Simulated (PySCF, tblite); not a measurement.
# C3H3GeN: infrared bands, NMR shifts, spin-spin couplings, electronic excitations and core binding energies in gas and solvents

Aim: compute the infrared bands, NMR shifts, spin-spin couplings, electronic excitations and core binding energies of C3H3GeN (`C#[C][GeH2][C]#N`), and see what a dielectric continuum does where one was used.

Computed with tblite 0.8.0 and PySCF 2.14.0, with density-fitted response routines of our own, on a single molecule, in the gas phase or a continuum. Atoms count from 0, in the outputs and in this text.

## (1) The starting structure

8 atoms, charge 0, multiplicity 1; geometry from: force field or distance geometry start.

Bonds of the start (Å): C0–C1 1.21, C1–Ge2 1.89, Ge2–C3 1.91, C3–N4 1.15, C0–H5 1.05, Ge2–H6 1.54, Ge2–H7 1.54.

## (2) Geometry optimisation with GFN2-xTB

What the job is given:

```
{"job": {"kind": "relax", "xc": "GFN2-xTB", "basis": "xTB"}, "charge": 0, "multiplicity": 1}
C      2.290500     0.251800    -0.358300
C      1.145400    -0.057200    -0.098900
Ge    -0.618700    -0.561700     0.335300
C     -1.810600     0.825100    -0.221600
N     -2.533000     1.656500    -0.538600
H      3.270500     0.531800    -0.595600
H     -0.754700    -0.770200     1.857900
H     -0.980400    -1.866700    -0.404700
```

Command:

```console
$ OMP_NUM_THREADS=1 python probes_run.py task.json out
```

This one command runs all jobs of the session in turn.

Output:

```text
step      E/eV     max force
  0    -344.31676    1.363
  1    -344.29320    3.546
  2    -344.34523    0.335
  3    -344.35032    0.212
  4    -344.35270    0.614
  5    -344.35354    0.569
  6    -344.35559    0.185
  7    -344.35650    0.094
  8    -344.35692    0.065
  9    -344.35706    0.048
 10    -344.35729    0.043
 11    -344.35756    0.079
 12    -344.35776    0.059
 13    -344.35782    0.019
 14    -344.35785    0.018
 15    -344.35788    0.029
 16    -344.35794    0.051
 17    -344.35802    0.057
 18    -344.35809    0.036
 19    -344.35812    0.013
 20    -344.35813    0.014
 21    -344.35815    0.022
 22    -344.35818    0.027
 23    -344.35821    0.025
 24    -344.35823    0.015
 25    -344.35824    0.015
 26    -344.35826    0.020
 27    -344.35828    0.025
 28    -344.35833    0.037
 29    -344.35840    0.040
 30    -344.35845    0.025
 31    -344.35847    0.008
```

Wall time 0.11 s (1 thread of Arm Neoverse V1, shared host).

Step by step: (the energy doesn't fall at every step)

| step | energy from step 0 (eV) | largest force (eV/Å) |
| --- | --- | --- |
| 0 | 0.0000 | 1.3630 |
| 1 | 0.0236 | 3.5457 |
| 2 | -0.0285 | 0.3350 |
| 3 | -0.0336 | 0.2116 |
| 4 | -0.0359 | 0.6140 |
| 5 | -0.0368 | 0.5694 |
| 6 | -0.0388 | 0.1852 |
| 7 | -0.0397 | 0.0945 |
| 8 | -0.0402 | 0.0650 |
| 9 | -0.0403 | 0.0479 |
| 10 | -0.0405 | 0.0430 |
| 11 | -0.0408 | 0.0789 |
| 12 | -0.0410 | 0.0589 |
| 13 | -0.0411 | 0.0188 |
| 14 | -0.0411 | 0.0176 |
| 15 | -0.0411 | 0.0291 |
| 16 | -0.0412 | 0.0514 |
| 17 | -0.0413 | 0.0575 |
| 18 | -0.0413 | 0.0365 |
| 19 | -0.0414 | 0.0134 |
| 20 | -0.0414 | 0.0142 |
| 21 | -0.0414 | 0.0217 |
| 22 | -0.0414 | 0.0271 |
| 23 | -0.0414 | 0.0255 |
| 24 | -0.0415 | 0.0151 |
| 25 | -0.0415 | 0.0146 |
| 26 | -0.0415 | 0.0203 |
| 27 | -0.0415 | 0.0245 |
| 28 | -0.0416 | 0.0367 |
| 29 | -0.0416 | 0.0400 |
| 30 | -0.0417 | 0.0253 |
| 31 | -0.0417 | 0.0077 |

Close pairs (by a distance rule), those that changed most:

| bond | before (Å) | after (Å) | change (Å) |
| --- | --- | --- | --- |
| Ge2–H7 | 1.543 | 1.496 | -0.047 |
| Ge2–H6 | 1.543 | 1.496 | -0.047 |
| C0–C1 | 1.214 | 1.203 | -0.011 |
| C0–H5 | 1.046 | 1.053 | +0.007 |
| C1–Ge2 | 1.885 | 1.892 | +0.006 |
| Ge2–C3 | 1.912 | 1.914 | +0.002 |
| C3–N4 | 1.146 | 1.144 | -0.002 |

The end geometry stands in the next job.

## (3) Infrared spectrum with GFN2-xTB

What the job is given:

```
{"job": {"kind": "ir", "xc": "GFN2-xTB", "basis": "xTB"}, "charge": 0, "multiplicity": 1}
C      2.267827     0.266896    -0.365143
C      1.149781    -0.076758    -0.083033
Ge    -0.614677    -0.601697     0.353126
C     -1.778076     0.808844    -0.211845
N     -2.482647     1.646548    -0.545630
H      3.249240     0.562019    -0.608546
H     -0.775997    -0.760199     1.832212
H     -1.006394    -1.836241    -0.395706
```

Output:

```text
mode    cm-1     km/mol
  1      77.7      4.29
  2     199.4      0.89
  3     229.9      9.79
  4     247.6     11.93
  5     346.9     12.58
  6     465.9     91.13
  7     473.7     23.71
  8     530.2     40.68
  9     625.6      4.36
 10     666.6     71.23
 11     684.8     40.98
 12     694.7    208.58
 13     797.7    161.59
 14    2006.6    209.52
 15    2053.0    404.82
 16    2182.6     24.31
 17    2341.2     32.17
 18    3345.5      1.42
```

Wall time 0.13 s (1 thread of Arm Neoverse V1, shared host).

The strongest bands and the atoms that carry them (share of the mass-weighted mode):

| cm⁻¹ | km/mol | atoms |
| --- | --- | --- |
| 466 | 91.1 | H7 32 %, H6 32 %, C3 14 %, C1 11 % |
| 530 | 40.7 | C0 35 %, C1 28 %, Ge2 28 % |
| 667 | 71.2 | H5 46 %, H7 20 %, H6 20 % |
| 685 | 41.0 | H5 77 %, C0 14 % |
| 695 | 208.6 | H5 37 %, H7 27 %, H6 27 % |
| 798 | 161.6 | H6 49 %, H7 49 % |
| 2007 | 209.5 | H6 51 %, H7 48 % |
| 2053 | 404.8 | H7 51 %, H6 48 % |

## (4) Geometry optimisation at PBE0-D3(BJ)/def2-SVP

What the job is given:

```
{"job": {"xc": "PBE0", "basis": "def2-SVP", "d3": "d3bj", "grid": 1, "shake": 0.01, "kind": "geom"}, "charge": 0, "multiplicity": 1}
C      2.288240     0.241340    -0.360960
C      1.144100    -0.081280    -0.085190
Ge    -0.634880    -0.604020     0.344470
C     -1.744850     0.811100    -0.215370
N     -2.485460     1.639870    -0.556180
H      3.245330     0.566840    -0.610930
H     -0.766420    -0.762200     1.832450
H     -0.990940    -1.830790    -0.400760
```

Output:

```text
step   0  E = -2246.92651578  max force = 0.039170
step   1  E = -2246.92845594  max force = 0.023134
step   2  E = -2246.92911341  max force = 0.005909
step   3  E = -2246.92936436  max force = 0.004733
step   4  E = -2246.92961941  max force = 0.002519
step   5  E = -2246.92967622  max force = 0.000742
step   6  E = -2246.92970115  max force = 0.000533
step   7  E = -2246.92970428  max force = 0.000232
optimisation converged
```

Wall time 31 s (1 thread of Arm Neoverse V1, shared host); peak memory 0.41 GiB.

Step by step:

| step | energy from step 0 (eV) | largest force component (eV/Å) |
| --- | --- | --- |
| 0 | 0.0000 | 2.0142 |
| 1 | -0.0528 | 1.1896 |
| 2 | -0.0707 | 0.3039 |
| 3 | -0.0775 | 0.2434 |
| 4 | -0.0845 | 0.1295 |
| 5 | -0.0860 | 0.0382 |
| 6 | -0.0867 | 0.0274 |
| 7 | -0.0868 | 0.0119 |

Close pairs (by a distance rule), those that changed most:

| bond | before (Å) | after (Å) | change (Å) |
| --- | --- | --- | --- |
| Ge2–H7 | 1.479 | 1.529 | +0.050 |
| Ge2–C3 | 1.884 | 1.926 | +0.042 |
| C0–H5 | 1.041 | 1.076 | +0.035 |
| Ge2–H6 | 1.502 | 1.529 | +0.027 |
| C1–Ge2 | 1.903 | 1.889 | -0.014 |
| C0–C1 | 1.220 | 1.215 | -0.006 |
| C3–N4 | 1.163 | 1.159 | -0.004 |

The next job starts from the end point, and lists it.

| at the end point | value |
| --- | --- |
| point group (found at 0.08 Å tolerance) | Cs |
| rotational constants (GHz, main isotopes) | 6.055, 2.165, 1.628 |
| dipole moment (D) | 3.78 |

## (5) NMR shieldings: PBE0/pcSseg-1

What the job is given:

```
{"job": {"kind": "nmr", "xc": "PBE0", "basis": "pcSseg-1"}, "charge": 0, "multiplicity": 1}
C      2.253019     0.431371    -0.411627
C      1.152695     0.009334    -0.116825
Ge    -0.552591    -0.653481     0.353011
C     -1.843397     0.678165    -0.165824
N     -2.633233     1.468932    -0.472260
H      3.224992     0.811296    -0.675046
H     -0.671313    -0.837240     1.866305
H     -0.878247    -1.928543    -0.425531
```

With the program's defaults for keys left out, this is: GIAO PBE0/pcSseg-1 NMR shielding, non-relativistic, gas phase.

Output:

```text
coarse grid: 35496 points
cycle   1  E = -2246.9757135344  dE = -1.857e-01  |g| = 9.893e-01  |ddm| = 3.023e+00
cycle   2  E = -2246.8068341590  dE =  1.689e-01  |g| = 1.300e+00  |ddm| = 1.364e+00
cycle   3  E = -2247.0321065787  dE = -2.253e-01  |g| = 4.606e-01  |ddm| = 9.496e-01
cycle   4  E = -2247.0769036648  dE = -4.480e-02  |g| = 7.866e-02  |ddm| = 2.664e-01
cycle   5  E = -2247.0777268604  dE = -8.232e-04  |g| = 2.970e-02  |ddm| = 5.577e-02
cycle   6  E = -2247.0779329390  dE = -2.061e-04  |g| = 7.843e-03  |ddm| = 2.243e-02
cycle   7  E = -2247.0779476523  dE = -1.471e-05  |g| = 1.026e-03  |ddm| = 5.694e-03
cycle   8  E = -2247.0779479036  dE = -2.513e-07  |g| = 2.495e-04  |ddm| = 9.930e-04
final grid: 73776 points
cycle   9  E = -2247.0779211087  dE =  3.237e-08  |g| = 5.005e-04  |ddm| = 8.417e-04
cycle  10  E = -2247.0779208738  dE =  2.350e-07  |g| = 1.157e-03  |ddm| = 8.638e-04
cycle  11  E = -2247.0779211633  dE = -2.896e-07  |g| = 9.166e-05  |ddm| = 6.038e-04
cycle  12  E = -2247.0779211653  dE = -1.934e-09  |g| = 2.776e-05  |ddm| = 7.829e-05
cycle  13  E = -2247.0779211655  dE = -1.755e-10  |g| = 5.087e-06  |ddm| = 1.886e-05
converged SCF energy = -2247.0779211655

GIAO shielding tensors (ppm)
atom      isotropic    diamagn.    paramagn.     s11        s22        s33       span
  0 C       77.783     259.927    -182.144    -10.011     -9.169    252.530    262.541
  1 C      106.738     268.278    -161.540     13.118     15.379    291.717    278.599
  2 Ge    1576.711    2752.120   -1175.409   1550.943   1567.527   1611.663     60.720
  3 C       64.214     262.674    -198.459    -50.486    -47.691    290.819    341.305
  4 N     -104.792     336.160    -440.952   -313.215   -306.641    305.481    618.695
  5 H       28.866      31.768      -2.902     23.811     23.811     38.975     15.164
  6 H       26.524      25.413       1.111     20.200     21.665     37.707     17.507
  7 H       26.529      25.400       1.129     20.203     21.669     37.714     17.511
```

It took 14 s on 1 thread of Arm Neoverse V1, shared host; peak memory 0.63 GiB.

The references, computed at this level on geometries of the same kind, shield at (ppm): 1H TMS 31.27, 13C TMS 184.4, 15N NH3 265.7, 73Ge GeMe4 1330. Their shielding less the atom's gives the shift. The references are single molecules in the gas phase, so shifts against H2O, NH3, PH3, H3PO4 or CFCl3 are not on the usual liquid scales and can be off by tens of ppm. Atoms listed in one row are averaged.

| atoms | environment | σ (ppm) | δ (ppm) |
| --- | --- | --- | --- |
| C3 | nitrile carbon | 64.2 | 120.2 |
| C0 | terminal alkyne carbon | 77.8 | 106.6 |
| C1 | alkyne carbon | 106.7 | 77.7 |
| H6, H7 | hydrogen on a germanium bonded to 2 C | 26.53 | 4.74 |
| H5 | hydrogen on a terminal alkyne carbon | 28.87 | 2.40 |
| Ge2 | germanium bonded to 2 C, 2 H | 1577 | -246 |
| N4 | nitrile nitrogen | -104.8 | 370.5 |

Charges from the same density, by scheme (e):

| atoms | Mulliken | IAO | Hirshfeld | ESP fit |
| --- | --- | --- | --- | --- |
| C0 | -0.25 | -0.16 | -0.07 | -0.35 |
| C1 | -0.19 | -0.31 | -0.16 | -0.08 |
| Ge2 | 0.66 | 0.70 | 0.43 | 0.32 |
| C3 | -0.18 | -0.13 | -0.04 | 0.19 |
| N4 | -0.23 | -0.19 | -0.20 | -0.38 |

Mayer bond orders: C0–C1 2.70, C1–Ge2 0.81, Ge2–C3 0.77, C3–N4 2.96.

The fields below are evaluated on a grid from the run's orbitals.

Frontier orbitals at PBE0/pcSseg-1, with the share of their density that lies nearest to each atom:

| orbital | energy (eV) | lies on |
| --- | --- | --- |
| HOMO | -8.77 | C0, C1 about 42 % each |
| LUMO | -0.74 | C0, C1 about 21 % each; C3 15 %; Ge2 13 % |

ELF in a plane through or near 6 of the atoms.

Values, 10 rows by 14 columns:
```
0.00 0.00 0.00 0.00 0.00 0.00 0.00 0.00 0.00 0.00 0.00 0.00 0.00 0.00
0.00 0.00 0.00 0.00 0.00 0.00 0.00 0.00 0.01 0.18 0.34 0.02 0.00 0.00
0.00 0.00 0.00 0.00 0.02 0.03 0.00 0.01 0.29 0.80 0.96 0.71 0.00 0.00
0.00 0.00 0.37 0.79 0.38 0.50 0.16 0.04 0.65 0.79 0.60 0.63 0.01 0.00
0.00 0.00 0.97 1.00 0.39 0.86 0.67 0.16 0.85 0.18 0.65 0.22 0.00 0.00
0.00 0.00 0.21 0.68 0.66 0.49 0.77 0.36 0.27 0.53 0.22 0.01 0.00 0.00
0.00 0.00 0.00 0.17 0.53 0.61 0.54 0.25 0.21 0.17 0.01 0.00 0.00 0.00
0.00 0.00 0.00 0.00 0.05 0.07 0.03 0.21 0.30 0.09 0.00 0.00 0.00 0.00
0.00 0.00 0.00 0.00 0.00 0.00 0.00 0.01 0.02 0.00 0.00 0.00 0.00 0.00
0.00 0.00 0.00 0.00 0.00 0.00 0.00 0.00 0.00 0.00 0.00 0.00 0.00 0.00
```
The map spans 11.8 Å across and 8.8 Å up, centred on the molecule. Atoms in the plane (x, y in Å): C0 (-2.3, 0.3), C1 (-1.1, -0.1), Ge2 (0.6, -0.7), C3 (1.8, 0.9), N4 (2.5, 1.8), H5 (-3.3, 0.7).

log10 of the density (e/Å³) in the same plane.

Ten even steps from ' ' (-4.0) to '@' (2.4):
```
                                                        
                                  ..........            
                                ..::------::::          
                            ..::::--======----::        
          ....::::::::......::----==++****++==::..      
        ..::::----------::::::--==++**##**++==--..      
      ..::--==========--------==++****@@**++==--..      
    ..::--==++++++++++==========++**##****++==--..      
    ..::==++**********++++====++**####**++==--::..      
    ..::==++****%%********++++++******++==----..        
      ::--==++++******%%****##%%**++++==--::::..        
      ..::--====++++++******%%@@##++==----::..          
        ..::----======++++++**##**++==--::..            
          ..::::------======++++++====--::..            
            ..::::::::------========--::..              
                ......::::----------::::..              
                        ....::::::::....                
                          ..........                    
                                                        
                                                        
```
The map spans 11.8 Å across and 8.8 Å up, centred on the molecule. Atoms in the plane (x, y in Å): C0 (-2.3, 0.3), C1 (-1.1, -0.1), Ge2 (0.6, -0.7), C3 (1.8, 0.9), N4 (2.5, 1.8), H5 (-3.3, 0.7).

On the surface of density 0.002 e/bohr³ the electrostatic potential runs, from the 1st to the 99th percentile, from -1.68 V near N4 to 1.92 V near H5.

## (6) Indirect couplings: B3LYP/pcSseg-1+pcJ-1

Settings changed since step 5:

```diff
@@ -1,2 +1,2 @@
-{"job": {"kind": "nmr", "xc": "PBE0", "basis": "pcSseg-1"}, "charge": 0, "multiplicity": 1}
+{"job": {"kind": "j", "xc": "B3LYP", "basis": "pcJ-1"}, "charge": 0, "multiplicity": 1}
 C      2.253019     0.431371    -0.411627
```

Method: B3LYP/pcJ-1 Ge:pcSseg-1 indirect spin-spin coupling, non-relativistic, gas phase.

Output:

```text
coarse grid: 35496 points
cycle   1  E = -2247.5141385811  dE = -1.936e-01  |g| = 1.067e+00  |ddm| = 2.952e+00
cycle   2  E = -2247.2792445796  dE =  2.349e-01  |g| = 1.476e+00  |ddm| = 1.457e+00
cycle   3  E = -2247.5655785470  dE = -2.863e-01  |g| = 5.601e-01  |ddm| = 1.084e+00
cycle   4  E = -2247.6306184085  dE = -6.504e-02  |g| = 8.814e-02  |ddm| = 3.094e-01
cycle   5  E = -2247.6315289770  dE = -9.106e-04  |g| = 4.129e-02  |ddm| = 6.684e-02
cycle   6  E = -2247.6319185694  dE = -3.896e-04  |g| = 1.067e-02  |ddm| = 2.920e-02
cycle   7  E = -2247.6319465332  dE = -2.796e-05  |g| = 1.375e-03  |ddm| = 8.024e-03
cycle   8  E = -2247.6319470427  dE = -5.095e-07  |g| = 3.698e-04  |ddm| = 1.514e-03
final grid: 73776 points
cycle   9  E = -2247.6319047087  dE =  4.519e-08  |g| = 6.275e-04  |ddm| = 9.073e-04
cycle  10  E = -2247.6319043668  dE =  3.418e-07  |g| = 1.407e-03  |ddm| = 1.129e-03
cycle  11  E = -2247.6319047881  dE = -4.213e-07  |g| = 2.014e-04  |ddm| = 7.749e-04
cycle  12  E = -2247.6319047968  dE = -8.609e-09  |g| = 3.466e-05  |ddm| = 1.429e-04
cycle  13  E = -2247.6319047970  dE = -2.783e-10  |g| = 8.279e-06  |ddm| = 2.349e-05
converged SCF energy = -2247.6319047970

Indirect spin-spin couplings (Hz)
  i      j    bonds     total        FC       PSO       DSO        SD
  0 C    1 C    1    181.832   161.612     7.751     0.147    12.322
  0 C    3 C    3      2.929     2.906     0.029    -0.053     0.046
  0 C    4 N    4     -0.203    -0.056    -0.088     0.024    -0.083
  0 C    5 H    1    268.959   269.205    -1.360     0.390     0.726
  0 C    6 H    3      5.106     5.190     0.426    -0.476    -0.034
  0 C    7 H    3      5.140     5.222     0.431    -0.478    -0.035
  1 C    3 C    2      4.944     5.097    -0.042    -0.030    -0.081
  1 C    4 N    3     -0.445    -0.495    -0.002     0.029     0.023
  1 C    5 H    2     48.108    42.679     5.655    -1.000     0.774
  1 C    6 H    2     12.439    12.951     0.063    -0.625     0.049
  1 C    7 H    2     12.449    12.962     0.062    -0.625     0.050
  3 C    4 N    1    -12.283    -6.152     0.628    -0.018    -6.743
  3 C    5 H    4     -1.513    -1.435     0.143    -0.209    -0.011
  3 C    6 H    2     11.943    12.306     0.032    -0.446     0.051
  3 C    7 H    2     11.907    12.269     0.031    -0.444     0.051
  4 N    6 H    3     -1.064    -1.031    -0.239     0.195     0.011
  4 N    7 H    3     -1.065    -1.032    -0.238     0.194     0.011
  5 H    6 H    4     -2.330    -1.836     0.967    -1.482     0.020
  5 H    7 H    4     -2.315    -1.818     0.970    -1.489     0.021
  6 H    7 H    2     17.762    21.445     1.286    -5.028     0.059
```

Wall time 32 s (1 thread of Arm Neoverse V1, shared host); peak memory 0.83 GiB.

Couplings of 1 Hz or more, nine at most for each number of bonds, with means over like pairs (isotopes 13C, 1H, 15N):

| pair | bonds | J (Hz) | Fermi contact (Hz) |
| --- | --- | --- | --- |
| C0–H5 | 1 | 269.0 | 269.2 |
| C0–C1 | 1 | 181.8 | 161.6 |
| C3–N4 | 1 | -12.3 | -6.2 |
| C1–H5 | 2 | 48.1 | 42.7 |
| H6–H7 | 2 | 17.8 | 21.4 |
| C1–H6 | 2 | 12.4 | 13.0 |
| C3–H6 | 2 | 11.9 | 12.3 |
| C1–C3 | 2 | 4.9 | 5.1 |
| C0–H6 | 3 | 5.1 | 5.2 |
| C0–C3 | 3 | 2.9 | 2.9 |
| N4–H6 | 3 | -1.1 | -1.0 |
| H5–H6 | 4 | -2.3 | -1.8 |
| C3–H5 | 4 | -1.5 | -1.4 |

The response was solved for the nuclei of C, H, N alone, so couplings that need other nuclei can be missing.

Quadrupole couplings from the field gradients of the same density:

| atom | isotope | eQq/h (MHz) | η |
| --- | --- | --- | --- |
| Ge2 | 73Ge | -50.5 | 0.80 |
| N4 | 14N | -5.341 | 0.01 |

Joined with the shifts from before (PBE0/pcSseg-1, unscaled), the couplings predict the line list below for 400 MHz.

1H NMR δ 4.74 (d, J = 2.3 Hz, 2H), 2.40 (t, J = 2.3 Hz, 1H). The letters are first-order; like nuclei with unlike couplings give more lines.

## (7) TDDFT and polarisability: CAM-B3LYP/def2-SVPD

Settings changed since step 6:

```diff
@@ -1,2 +1,2 @@
-{"job": {"kind": "j", "xc": "B3LYP", "basis": "pcJ-1"}, "charge": 0, "multiplicity": 1}
+{"job": {"kind": "uv", "xc": "CAM-B3LYP", "basis": "def2-SVPD", "ip": true, "dynamic": true}, "charge": 0, "multiplicity": 1}
 C      2.253019     0.431371    -0.411627
```

Level: TDDFT CAM-B3LYP/def2-SVPD, vertical, gas phase, core orbitals frozen in the response.

Output:

```text
coarse grid: 35496 points
cycle   1  E = -2247.3513567942  dE = -1.574e-01  |g| = 6.314e-01  |ddm| = 6.372e+00
cycle   2  E = -2247.2699325818  dE =  8.142e-02  |g| = 9.213e-01  |ddm| = 1.922e+00
cycle   3  E = -2247.4278134233  dE = -1.579e-01  |g| = 1.710e-01  |ddm| = 1.050e+00
cycle   4  E = -2247.4332511456  dE = -5.438e-03  |g| = 4.697e-02  |ddm| = 2.239e-01
cycle   5  E = -2247.4336444524  dE = -3.933e-04  |g| = 1.216e-02  |ddm| = 1.122e-01
cycle   6  E = -2247.4336741753  dE = -2.972e-05  |g| = 6.246e-03  |ddm| = 2.545e-02
cycle   7  E = -2247.4336837500  dE = -9.575e-06  |g| = 9.187e-04  |ddm| = 1.176e-02
final grid: 73776 points
cycle   8  E = -2247.4336376643  dE =  2.391e-08  |g| = 1.043e-03  |ddm| = 3.340e-03
cycle   9  E = -2247.4336373184  dE =  3.459e-07  |g| = 1.599e-03  |ddm| = 3.021e-03
cycle  10  E = -2247.4336379265  dE = -6.082e-07  |g| = 1.508e-04  |ddm| = 1.866e-03
cycle  11  E = -2247.4336379324  dE = -5.886e-09  |g| = 1.036e-05  |ddm| = 2.473e-04
cycle  12  E = -2247.4336379325  dE = -5.730e-11  |g| = 5.575e-06  |ddm| = 4.975e-05
converged SCF energy = -2247.4336379325

Static polarisability (au): isotropic 64.490, principal 49.742 61.987 81.742

Singlet excitations
state   eV       nm        f      main configurations
  1   6.0288    205.7   0.00026   H->L 0.50, H-1->L+1 0.17, H->L+2 0.16
  2   6.3100    196.5   0.00168   H-1->L 0.35, H->L+1 0.35, H->L+4 0.11
  3   6.3319    195.8   0.00052   H-1->L+1 0.56, H-1->L+4 0.17, H->L 0.16
  4   7.1258    174.0   0.00022   H-2->L+3 0.25, H-2->L 0.23, H-3->L+1 0.17
  5   7.4542    166.3   0.00856   H-2->L+1 0.26, H-3->L 0.19, H-3->L+3 0.18
  6   7.4721    165.9   0.00126   H-3->L+1 0.37, H-3->L+4 0.23, H-2->L+3 0.12
  7   7.7688    159.6   0.00262   H->L+2 0.66, H->L 0.21
  8   7.8359    158.2   0.01530   H-1->L+2 0.52, H-1->L 0.24, H-1->L+3 0.10
  9   8.0701    153.6   0.00039   H->L+3 0.83
 10   8.1124    152.8   0.00481   H-1->L+3 0.60, H-1->L+2 0.17

Triplet excitations (Tamm-Dancoff, eV): 4.9596 5.4319 5.4417 5.8778
Vertical ionisation energy (delta-SCF) = 11.1378 eV
```

Run time: 82 s. Hardware: 1 thread of Arm Neoverse V1, shared host; peak memory 0.76 GiB.

The orbitals next to the gap, with their largest atomic shares:

| orbital | eV | atoms |
| --- | --- | --- |
| HOMO−3 | -11.39 | N4 48 %, C3 40 %, Ge2 6 % |
| HOMO−2 | -11.26 | N4 42 %, C3 35 %, Ge2 9 % |
| HOMO−1 | -10.23 | C1 44 %, C0 42 %, Ge2 5 % |
| HOMO | -10.13 | C1 41 %, C0 40 %, Ge2 8 % |
| LUMO | 0.30 | Ge2 27 %, C0 19 %, C1 18 % |
| LUMO+1 | 0.35 | Ge2 24 %, C0 17 %, C1 16 % |
| LUMO+2 | 0.56 | Ge2 43 %, C1 14 %, C0 13 % |

With each of the 10 states as a Gaussian band of 0.4 eV half-width at 1/e, the curve within the window shown has maxima at 197 nm (ε 96), 159 nm (ε 1,000) L/(mol cm). Beyond the last state computed it falls off for lack of states. The curve at chosen wavelengths:

```tsv
nm	ε (L/mol/cm)
147	205
150	440
153	723
157	993
160	1019
163	907
166	719
169	513
173	275
176	153
179	83
182	53
185	51
189	69
192	85
195	95
198	95
201	86
205	65
208	49
211	34
214	22
217	14
221	7
224	4
227	2
```

Leading natural transition orbitals of singlet state 8: the hole lies on C0, C1 about 40 % each; the particle on C3 19 %; H6, H7 about 18 % each; N4 14 %.

Leading natural transition orbitals of singlet state 1: the hole lies on C0, C1 about 45 % each; the particle on C0, C1 about 33 % each; H5 12 %; Ge2 9 %.

Further results of this job:

| property | computed |
| --- | --- |
| dipole moment (D) | 4.03 |
| polarisability (Å³) | 9.56 |
| HOMO–LUMO gap (eV) | 10.44 |
| −ε(HOMO) (eV) | 10.13 |
| C6 with itself (au) | 1511 |

(Part 1 of 2 ends here.)
